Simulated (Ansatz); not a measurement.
# Cu: response to strain

Aim: deform Cu (equal xy, yz and zx engineering shear strains of +2 %) and compute stress, forces and field gradients with LAPW, PAW and all-electron datasets made for the crystal.

Method: DFT PBEsol, scalar-relativistic, in Ansatz 0.2.0.

## 1. The system as given

It takes space group Fm-3m (No. 225, cubic). The conventional cell has a = 3.615 Å, b = 3.615 Å, c = 3.615 Å, α = 90.00°, β = 90.00°, γ = 90.00°. Cu (site symmetry m-3m) is surrounded by 12 Cu at 2.56 Å.

Structure file:

```
CELL_PARAMETERS angstrom
0.00000 1.80750 1.80750
1.80750 0.00000 1.80750
1.80750 1.80750 0.00000
ATOMIC_POSITIONS crystal
Cu 0.00000 0.00000 0.00000
```

## 2. After the deformation

Space group Fm-3m before, R-3m after.

## 3. Full-potential LAPW

input.yaml reads:

```yaml
crystal:
  lattice:
    - [0.03615, 1.825575, 1.825575]
    - [1.825575, 0.03615, 1.825575]
    - [1.825575, 1.825575, 0.03615]
  atoms:
    - { symbol: Cu, position: [0.0, 0.0, 0.0] }
kpoints:
  mp_grid: { grid: [19, 19, 19] }
  band_path:
    path:
      - [0.0, 0.0, 0.0]
      - [0.5, 0.5, 0.5]
      - [0.2451701269, 0.5, 0.7548298731]
      - [-0.2451701269, 0.2451701269, 0.5]
      - [0.0, 0.0, 0.5]
      - [0.0, 0.0, 0.0]
      - [-0.3725850634, 0.0, 0.3725850634]
      - [0.0, 0.3725850634, 0.6274149366]
      - [0.0, 0.5, 0.5]
    npoints: 5
scf:
  occupations: { method: fermi_dirac, width: 0.08 }
hamiltonian:
  xc: pbesol
  pseudopotentials: { kind: all_electron, lapw: { basis_error: 0.00025 } }
output:
  forces: true
  stress: true
  eigenvalues: true
```

Launch:

```bash
ansatz run input.yaml --threads 1 --pin off --max-ram 3072MiB --backend cpu --events-out ev --progress --plain --runs-dir out
```

## 4. PAW on the default files

input.yaml reads:

```yaml
crystal:
  lattice:
    - [0.03615, 1.825575, 1.825575]
    - [1.825575, 0.03615, 1.825575]
    - [1.825575, 1.825575, 0.03615]
  atoms:
    - { symbol: Cu, position: [0.0, 0.0, 0.0] }
kpoints:
  mp_grid: { grid: [19, 19, 19] }
scf:
  occupations: { method: fermi_dirac, width: 0.08 }
hamiltonian:
  xc: pbesol
  pseudopotentials: { kind: paw }
output:
  forces: true
  stress: true
  eigenvalues: true
  efg: { contact_densities: true }
```

## 5. Datasets made for this crystal

input.yaml: that of step 4 with these lines changed.

```diff
@@ -13,3 +13,3 @@
   xc: pbesol
-  pseudopotentials: { kind: paw }
+  pseudopotentials: { kind: all_electron, datasets: crystal }
 output:
```

(Steps that only read results are left out.)

What does the calculation give? Wanted: pressure; largest shear or deviatoric stress.

**Answer**, as computed:

```
                                 quantity                                              value
                                 pressure  LAPW -6.33, PAW -6.33, crystal datasets -6.33 GPa
largest shear or deviatoric stress (LAPW)                                           1.48 GPa
```

In words: The largest part of the stress beyond the pressure is 1.48 GPa in size. No run of the undeformed cell stands beside it, so the pressure holds what the given cell had before the change. PAW: stress within 0.01 GPa of LAPW. Crystal datasets: stress within 0.01 GPa of LAPW.
